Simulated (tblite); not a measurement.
# F2GeH4OSi: the cost of one run

Programs: tblite 0.8.0 and PySCF 2.14.0. All values are calculated, for the isolated system unless a continuum is named. Atoms count from 0, parts from 1.

### 1 Starting point

9 atoms, charge 0, multiplicity 1; geometry: distance geometry start.

### 2 Relaxing the cluster with GFN2-xTB

The job: settings as JSON, then the geometry in Å.

```
{"job": {"kind": "relax", "xc": "GFN2-xTB", "basis": "xTB"}, "charge": 0, "multiplicity": 1}
Ge     0.007662     0.981569     0.267130
Si     1.748481    -0.083668     1.353846
F     -1.549842     0.442254     0.939211
F      0.073384     0.612690    -1.443182
O      0.150073     2.829153     0.499851
H      1.238286    -0.758762     2.487189
H      2.710556     0.900534     1.754098
H      2.342385    -1.020561     0.477836
H      0.291369     3.476716    -0.206588
```

With the program's defaults for keys left out, this is: GFN2-xTB geometry optimisation, gas phase.

Started as:

```bash
OMP_NUM_THREADS=1 python cluster_run.py task.json out
```

The driver reads the jobs from task.json and runs them one after another.

Q: Estimate the wall time of this first job on 1 thread of Intel Xeon Platinum 8259CL at 2.50GHz, shared host.

About 1.2 s.
